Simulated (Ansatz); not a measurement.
Consider a comparison of norm-conserving and PAW potentials of Be, space group P2_12_12 (the Ansatz DFT code, driven from Python).

Script `nc_paw_be.py`:
```python
import ansatz as az
from ase import Atoms
import numpy as np
from tabulate import tabulate


def count_gap(report):
    # lowest empty less highest filled band, counting bands; zero where they overlap
    return max(report.get("gap_by_band_count_ev") or 0.0, 0.0)

atoms = Atoms(
    ["Be", "Be", "Be", "Be"],
    scaled_positions=[
        (0.67, 0.82, 0.7),
        (0.33, 0.18, 0.7),
        (0.17, 0.68, 0.3),
        (0.83, 0.32, 0.3),
    ],
    cell=[
        (2.168, 0.0, 0.0),
        (0.0, 3.755, 0.0),
        (0.0, 0.0, 3.416),
    ],
    pbc=True,
)
cell = az.Crystal.from_ase(atoms)

calculation = (
    cell.calculation()
    .occupations("Gaussian", width=0.1)
    .functional(az.Functional.LDA)
    .kpoints(mesh=(12, 7, 8))
    .stress()
    .forces()
    .band_table()
)
variants = {
    "PAW": calculation.pseudopotentials("paw"),
    "norm-conserving": calculation.pseudopotentials("nc"),
}
rows = []
for label, variant in variants.items():
    summary = variant.run().report
    levels = np.array(summary["eigenvalues_ev"][0]) - summary["fermi_energy_ev"]
    print(label, "levels at the first k-point near E_F:", np.round(levels[np.abs(levels) < 5], 3))
    rows.append((label, summary["n_electrons"], np.trace(summary["stress_gpa"]) / 3, float(np.abs(summary["forces_ev_ang"]).max()), count_gap(summary)))
print(tabulate(rows, headers=["treatment", "electrons in bands", "P GPa", "max force component eV/A", "gap by band count eV"], floatfmt=".4f", tablefmt="plain"))
```

How well do the two treatments of the cores agree on the pressure?

PAW gives 55.554 GPa and norm-conserving 56.165 GPa, 0.61 GPa apart (a gap this large is an error of one set of files, which an all-electron run can settle). They took 3.0 and 17.9 s of processor time.

The output:

```console
$ python nc_paw_be.py
DeckWarning: basis.ecutwfc = 420 eV, auto-derived from the records' recommended cutoffs: set by Be (normal level)
PAW levels at the first k-point near E_F: [-4.103 -1.459  1.414  4.46   4.466]
DeckWarning: basis.ecutwfc = 1197.300995 eV, auto-derived from the records' recommended cutoffs: set by Be (normal level)
norm-conserving levels at the first k-point near E_F: [-4.109 -1.461  1.418  4.461  4.477]
treatment          electrons in bands    P GPa    max force component eV/A    gap by band count eV
PAW                            8.0000  55.5541                      5.4972                  0.0000
norm-conserving               16.0000  56.1649                      5.5286                  0.0000
```
(Warnings from the package without file and line.)

What to keep in mind:
- The computed bands are complete only to about 3.2 eV above the Fermi level.
- The mesh is modest for a metal, so energies can be off by several to tens of meV an atom and pressures by half a GPa or more; differences at equal mesh fare better.
- A gap by band count of zero or less means overlapping bands, a metal.
- At these settings the cell as given stands under about 56 GPa, so it isn't at this functional's equilibrium volume and may be a high-pressure phase.
- This isn't the structure that Be takes at ambient conditions.
- Levels are Kohn-Sham eigenvalues on this mesh.
- Stress is positive in compression.
- Hardware and time: 22 s on 1 thread of Arm Neoverse V1, on a shared host, peak memory 0.52 GiB.

(Lines on the test bed's own set-up are left out of the output.)
